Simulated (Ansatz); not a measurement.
## AlRu in Ansatz: the effect of functional

Slab: AlRu, a slab with vacuum.

```
Ru Al
1.0
     2.99160    0.00000    0.00000
     0.00000    2.99160    0.00000
     0.00000    0.00000   25.47060
Ru Al
4 4
Direct
  0.50000 0.50000 0.29446
  0.50000 0.50000 0.41191
  0.50000 0.50000 0.52936
  0.50000 0.50000 0.64682
  0.00000 0.00000 0.35318
  0.00000 0.00000 0.47064
  0.00000 0.00000 0.58809
  0.00000 0.00000 0.70554
```

The cell isn't the ideal one: the (1 0 0) slab of AlRu, cut from the database cell, not relaxed.

Alike in all runs:

| Quantity | Value |
| --- | --- |
| Program | Ansatz 0.2.0 |
| Task | relaxation of the atoms |
| Potentials or basis | Ansatz PAW |
| Cutoff | 420 eV (not typed: the program's choice for these potentials) |
| k mesh | 9 × 9 × 1 |
| Occupations | fermi-dirac, width 0.05 eV |
| Spin | no spin polarisation |

Each run relaxes the cell or the atoms first.

| functional | largest force (eV/Å) | work function (eV) |
| --- | --- | --- |
| LDA | ? | ? |
| PBE | 0.58 | 3.19 |
| PBEsol | 0.91 | 3.26 |
| RPBE | 0.38 | 3.09 |
| revPBE | 0.43 | 3.10 |
| BLYP | 0.37 | 2.81 |

Problem. What does the run with functional LDA give?

Solution. Largest force 1.19 eV/Å; work function 3.40 eV.

Caveats: the PAW data sets come from PBE, with cores solved anew for the run's functional, which leaves a small shift of forces and pressure (some runs).
